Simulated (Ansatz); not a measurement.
The system is NbSi.

```
CELL_PARAMETERS angstrom
0.00000 2.57383 2.57383
2.57383 0.00000 2.57383
2.57383 2.57383 0.00000
ATOMIC_POSITIONS crystal
Nb 0.99955 0.99825 0.99362
Si 0.50904 0.50053 0.49253
```

The cell was built by a generator and needn't be a form met in nature.

The cell isn't the ideal one: atoms moved at random, drawn with an rms of 0.05 Å.

A run of Ansatz 0.2.0 on this cell left the log below. Logs are shortened: lines on timing, memory, paths and dates and some standing lists are left out, and cuts for length are marked.

```text
Warning: RAYON_NUM_THREADS=1 ignored (pool sized by the plan → 1); use --threads N
Nb: projections on atomic orbitals take those of the free atom 1s2 2s2 2p6 3s2 3p6 3d10 4s2 4p6 4d4 5s1, of charge +0.00 (hamiltonian.pseudopotentials.projection_atoms)
Si: projections on atomic orbitals take those of the free atom 1s2 2s2 2p6 3s2 3p2, of charge +0.00 (hamiltonian.pseudopotentials.projection_atoms)
LAPW: plane waves up to 7.828 Å⁻¹, error target 1.0e-3 eV per atom; small_component_spin mean_spin; Si in spheres of 1.152 Å, 12 of its electrons in bands, Dirac shells []; Nb in spheres of 1.391 Å, 29 of its electrons in bands, Dirac shells [] (how accurate: hamiltonian.pseudopotentials.lapw.basis_error, Limitations)
Engine: ansatz 0.2.0, aarch64-unknown-linux-gnu
Pseudopotentials: kind: all_electron
Pseudopotential: Nb, LAPW, valence charge 29, lapw/all_electron/scalar/gaussian/Nb, Koelling and Harmon's equation, gaussian nucleus
Pseudopotential: Si, LAPW, valence charge 12, lapw/all_electron/scalar/gaussian/Si, Koelling and Harmon's equation, gaussian nucleus
Functional definition: PBE
  parameter kappa = 0.804
  parameter beta = 0.06672455060314922
  exchange = pbe_x(kappa = kappa, mu = beta*pi^2/3)
  correlation = pbe_c(beta = beta)
Crystal: 2 atoms, lattice volume = 34.101 Å³
Basis set: ecut = 233.4742415636806 eV, 283 PW (Γ), exchange–correlation at level 2
Bands: 25, of which v1, the nominal top of the filled ones, is band 21 counted from 1 (20 counted from 0)
Symmetry: 1 space group operations
Space group: P1 (ITA 1), of the structure as read, at distance tolerance 3.2e-5 Å
k-points: 365 of 729 (time reversal used)
Non-local potential: Nb, projectors of the file, none
Non-local potential: Si, projectors of the file, none
Initial density: superposition of atomic densities (chi_scale 0.1, normalization cell, long waves kept (reshape's long-wave potential 0.00 eV rms))
[... 13 lines left out ...]
SCF iter   8: F=—  HF=-111838.449155 eV  |F-HF|=—  |Δ(HF+E_count)|=   1.70e-6  Δρ=5.04e-5  dr2=1.47e-6  ethr=1.26e-8  ⟨swp⟩=2.0  Hψ=26217  notcnv=0
SCF iter   9: F=—  HF=-111838.449154 eV  |F-HF|=—  |Δ(HF+E_count)|=   5.61e-7  Δρ=1.72e-5  dr2=1.16e-7  ethr=3.59e-9  ⟨swp⟩=2.0  Hψ=26220  notcnv=0
SCF iter  10: F=-111838.449154 eV  HF=-111838.449154 eV  |F-HF|=5.18e-9  |Δ(HF+E_count)|=   5.81e-8  Δρ=3.05e-6  dr2=3.18e-9  ethr=2.83e-10  ⟨swp⟩=2.0  Hψ=26217  notcnv=0
SCF 1 converged in 10 iterations: F = -111838.449154 eV  dr2 = 3.18e-9
SCF converged after 10 iterations
Free energy (F): -111838.449154 eV
Harris-Foulkes:  -111838.449154 eV  (|F-HF|=5.18e-9)
Internal energy: -111838.438981 eV  (E = F + TS)
E sigma→0 (E₀):  -111838.444068 eV
Entropy (-TS):   -0.010173 eV (-5.086 meV/atom)
Fermi energy:    15.794202 eV
--- Per-component energies (eV) ---
  E_band       = -4486.206597
  E_kinetic    = 115454.895741
  E_xc         = -3809.042131
  E_electrostatic = -223484.292591  (all electrons and nuclei)
  E_smearing   = -0.010173  (= −TS)
  E_closure    = 0.000000  (closes the sum)
  E_atoms      = -111822.405006  (free atoms, spherical and without spin; not in F)
  Σ components = -111838.449154   (vs F -111838.449154, Δ=0.00e0)
  Basis errors (estimates in eV, not in F): energy 3.6e-4 per atom: plane waves 3.1e-4 (1.7e-4 summed), levels above the bands 4.6e-54, relativity 3.2e-8, radial functions 4.7e-5, core shells 2.7e-7; eigenvalues (radial functions only) 2.1e-6; not estimated: angular momenta, meshes, grids; target (lapw.basis_error) 1.0e-3; muffin-tin radii Si 1.152 Å, Nb 1.391 Å
--- Forces (eV/Å), atoms counted from 1 ---
  atom   1  Nb     0.03160481     0.22440917     0.31513216
  atom   2  Si    -0.03160469    -0.22440835    -0.31513104
  max |Σ_I F_I| component: 1.12e-6 eV/Å
--- Stress (GPa, compression-positive) ---
       -0.062193      -0.006742      -0.009377
       -0.006742       0.045679      -0.066029
       -0.009377      -0.066029       0.152583
  P = ⅓ Tr σ = 0.0454 GPa (0.454 kbar)
--- Band table (eV; the first three rows and the last of 365) ---
  k-point 0: bands = ["-327.8215", "-327.8215", "-327.8215", "-177.4082", "-177.4082", "-177.4082", "-177.3896", "-177.3895", "-117.8742", "-73.9051", "-73.9048", "-73.9047", "-39.4515", "-15.4775", "-15.4771", "-15.4767", "5.1534", "14.5652", "14.5673", "14.5713", "15.0979", "15.1056", "18.2360", "18.2394", "18.2432"]
  k-point 1: bands = ["-327.8215", "-327.8215", "-327.8215", "-177.4082", "-177.4082", "-177.4082", "-177.3896", "-177.3895", "-117.8742", "-73.9051", "-73.9048", "-73.9047", "-39.4495", "-15.5023", "-15.4803", "-15.4800", "5.3890", "14.1281", "14.4286", "14.4357", "14.9350", "14.9366", "17.9852", "19.0212", "19.0361"]
  k-point 2: bands = ["-327.8215", "-327.8215", "-327.8215", "-177.4082", "-177.4082", "-177.4082", "-177.3896", "-177.3895", "-117.8742", "-73.9051", "-73.9048", "-73.9047", "-39.4445", "-15.5652", "-15.4883", "-15.4880", "6.0654", "13.0266", "13.6544", "13.6614", "15.4452", "15.4473", "17.6826", "20.6351", "20.6446"]
  k-point 364: bands = ["-327.8215", "-327.8215", "-327.8215", "-177.4082", "-177.4082", "-177.4082", "-177.3896", "-177.3895", "-117.8742", "-73.9051", "-73.9048", "-73.9047", "-39.4337", "-15.6776", "-15.5206", "-15.5078", "8.4617", "10.1674", "12.5927", "12.7331", "17.0014", "17.0289", "18.1033", "20.7857", "21.8813"]
--- Löwdin populations: 2 sites ---
  site symbol       q [e]
     0     Nb     40.8614
     1     Si     14.0679
  spilling = 0.001285 (of n_electrons = 55.000000)
```

Problem. Write the input and the command behind it.

Solution. Single point with PBE, no spin polarisation. The files as run (others can give the same):

input.yaml
```yaml
crystal:
  lattice:
    - [0.0, 2.57383, 2.57383]
    - [2.57383, 0.0, 2.57383]
    - [2.57383, 2.57383, 0.0]
  atoms:
    - { symbol: Nb, position: [-0.000446, -0.001747, -0.006379] }
    - { symbol: Si, position: [0.509045, 0.500528, 0.492533] }
kpoints:
  mp_grid: { grid: [9, 9, 9] }
scf:
  occupations: { method: fermi_dirac, width: 0.05 }
hamiltonian:
  xc: pbe
  pseudopotentials: { kind: all_electron, lapw: { basis_error: 0.001 } }
output:
  forces: true
  stress: true
  eigenvalues: true
  populations: true
```

Potentials or basis: all-electron LAPW, scalar-relativistic.
The run is started by
```sh
$ ansatz run input.yaml --threads 1 --pin off --max-ram 3072MiB --backend cpu --events-out ev --progress --plain --runs-dir out
```
